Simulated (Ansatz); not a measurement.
Task: Fermi-surface readings of LiHPd, space group P4/mmm, with the Python package of Ansatz (0.2.0). Give the script and its output. Use: r2SCAN, PAW, cutoff 450 eV, 10×10×7 k-points, cold smearing of 0.2 eV.

`lihpd.cif`
```cif
data_LiHPd
_cell_length_a 2.779467
_cell_length_b 2.779467
_cell_length_c 3.904315
_cell_angle_alpha 90.00000
_cell_angle_beta 90.00000
_cell_angle_gamma 90.00000
_symmetry_space_group_name_H-M 'P 1'
_symmetry_Int_Tables_number 1
loop_
_symmetry_equiv_pos_as_xyz
'x, y, z'
loop_
_atom_site_label
_atom_site_type_symbol
_atom_site_fract_x
_atom_site_fract_y
_atom_site_fract_z
Li1 Li    0.500000    0.500000    0.500000
H2 H    0.500000    0.500000    0.000000
Pd3 Pd    0.000000    0.000000    0.000000
```

The script, `lihpd_fermi.py`:
```python
'''Area of the Fermi surface of LiHPd.'''

import warnings

import ansatz
from ase.io import read

warnings.simplefilter('ignore', ansatz.DeckWarning)

atoms = read('lihpd.cif')
lihpd = ansatz.Crystal.from_ase(atoms)

base = (
    lihpd.calculation()
    .functional('r2scan')
    .basis(450)
    .kpoints(10, 10, 7)
    .occupations(ansatz.OccupationsMethod.COLD, width=0.2)
    .scf(max_iterations=60)
    .eigenstates(nscf_kmesh=(12, 12, 8), level_slopes=True)
)
surface = base.run(threads=1, pin='off').fermi_surface().to_plain()
for way, reading in surface.items():
    if reading:
        rho_lambda = [f'{v:.3e}' for v in reading['resistivity_times_mean_free_path_ohm_m2']]
        print(f'{way:24s} area {reading["spin_summed_area_per_ang2"]:8.3f} 1/A^2  rho*lambda (ohm m^2) {rho_lambda}')
```

`python lihpd_fermi.py` gives:
```text
by_tetrahedra            area   20.094 1/A^2  rho*lambda (ohm m^2) ['1.539e-15', '1.539e-15', '1.487e-15']
by_slopes                area   19.718 1/A^2  rho*lambda (ohm m^2) ['1.548e-15', '1.548e-15', '1.556e-15']
on_every_second_point    area   18.026 1/A^2  rho*lambda (ohm m^2) ['1.661e-15', '1.661e-15', '1.771e-15']
```

Caveats:
- These settings explore the input space; cutoff and mesh may be short of convergence.
- The cutoff lies under the one recommended for these potentials.
- For a metal this k-point mesh is coarse: on a finer one energies can move by several to tens of meV an atom and pressures by half a GPa or more, differences at one mesh by less.
- The structure comes from a database of computed cells and needn't be a stable or known phase.
- The three readings differ by the mesh error.
- The script silences the warnings on its input, which a real study should read.
- Run time: 9.2 s on 1 thread of Arm Neoverse V2, on a shared host, peak memory 0.47 GiB.
